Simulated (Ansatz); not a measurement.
A nudged elastic band was laid between two geometries of a periodic cell of 31 atoms, Al₃₀Ga (host Al, host structure fcc, dopant Ga, one Al atom removed).

Level of theory: Ansatz, DFT PBEsol, scalar-relativistic, plane waves, PAW. Settings: PAW set soft_1, cutoff 420 eV, k mesh 3x3x3, gaussian smearing 0.15 eV, no spin polarisation.

```
movable images  : 5
climbing image  : yes
spring          : 2.0 eV/Å²
optimiser       : quadratic models (default)
start path      : IDPP
force threshold : 0.03 eV/Å
iteration limit : 36
end points      : relaxed
```

First end point:

```xyz
31
Lattice="8.1000 0.0000 0.0000 0.0000 8.1000 0.0000 0.0000 0.0000 8.1000" Properties=species:S:1:pos:R:3
Al 4.048 -0.013 0.006
Ga 6.128 1.968 0.005
Al 6.090 -0.016 2.022
Al 2.021 2.005 0.007
Al 4.057 4.040 0.008
Al 6.091 6.075 0.007
Al 2.010 -0.006 2.017
Al 4.054 2.026 2.038
Al 6.071 4.043 2.039
Al 4.047 -0.010 4.057
Al 6.072 2.025 4.057
Al 6.090 -0.017 6.091
Al 0.010 4.048 0.008
Al 2.013 6.084 0.006
Al 0.012 2.007 2.021
Al 2.039 4.048 2.042
Al 4.048 6.059 2.043
Al 0.006 -0.009 4.056
Al 2.042 2.027 4.057
Al 4.054 4.042 4.057
Al 6.069 6.055 4.057
Al 2.011 -0.007 6.096
Al 4.054 2.025 6.075
Al 6.072 4.042 6.074
Al 0.004 6.087 2.017
Al 0.007 4.050 4.056
Al 2.034 6.063 4.058
Al 0.013 2.006 6.091
Al 2.038 4.047 6.072
Al 4.049 6.058 6.072
Al 0.003 6.085 6.097
```

Last end point:

Only the atoms that move by more than 0.05 Å are listed.
```
Ga2 8.059 0.041 0.000
```

(1) Which bonds break or form, and what moves?

(2) What energy profile does the band end with?

(3) What is the geometry of the highest image?

Results:

(1) The atom that moves furthest is Ga2, by 2.73 Å; four of its nearest neighbours are Al28 2.83, Al12 2.83, Al15 2.83, Al3 2.83 Å at the first end and Al3 2.83, Al15 2.83, Al12 2.83, Al28 2.83 Å at the last.

(2) It converged. The highest image is number 3 of 0 to 6, 0.45 eV above the ends, which have the same energy within 2 meV. By the program's own check the climbing image is a first-order saddle point (lowest curvatures found: -1.10 and 0.53 eV/Å²). Limits of this set-up: coarse k mesh, PAW files made for another functional, a small cell, in which the defect meets its images.

```json
{"image": "0", "path coordinate (Å)": "0.00", "energy (eV)": "0.00"}
{"image": "1", "path coordinate (Å)": "0.47", "energy (eV)": "0.12"}
{"image": "2", "path coordinate (Å)": "0.94", "energy (eV)": "0.34"}
{"image": "3", "path coordinate (Å)": "1.40", "energy (eV)": "0.45"}
{"image": "4", "path coordinate (Å)": "1.88", "energy (eV)": "0.34"}
{"image": "5", "path coordinate (Å)": "2.35", "energy (eV)": "0.11"}
{"image": "6", "path coordinate (Å)": "2.82", "energy (eV)": "0.00"}
```

(3) 
```xyz
31
Lattice="8.1000 0.0000 0.0000 0.0000 8.1000 0.0000 0.0000 0.0000 8.1000" Properties=species:S:1:pos:R:3
Al 4.086 0.021 0.003
Ga 7.090 1.008 0.003
Al 6.030 -0.052 2.149
Al 1.993 1.995 0.004
Al 4.064 4.034 0.003
Al 6.103 6.105 0.003
Al 1.999 -0.016 2.002
Al 4.081 2.032 2.001
Al 6.066 4.017 2.002
Al 3.990 -0.013 4.053
Al 6.066 2.032 4.053
Al 6.029 -0.053 5.957
Al -0.023 4.011 0.004
Al 2.015 6.082 0.003
Al 0.052 2.070 2.151
Al 2.036 4.054 2.036
Al 4.045 6.063 2.036
Al 0.014 -0.016 4.053
Al 2.091 2.030 4.054
Al 4.055 4.044 4.053
Al 6.069 6.008 4.053
Al 1.999 -0.015 6.104
Al 4.081 2.032 6.106
Al 6.066 4.018 6.104
Al 0.014 6.099 2.001
Al 0.012 4.109 4.054
Al 2.026 6.073 4.053
Al 0.051 2.069 5.957
Al 2.035 4.054 6.072
Al 4.044 6.062 6.070
Al 0.014 6.099 6.106
```

The run took 14 min on 4 threads of Arm Neoverse V2, with other jobs on the host, peak memory 4.3 GiB.
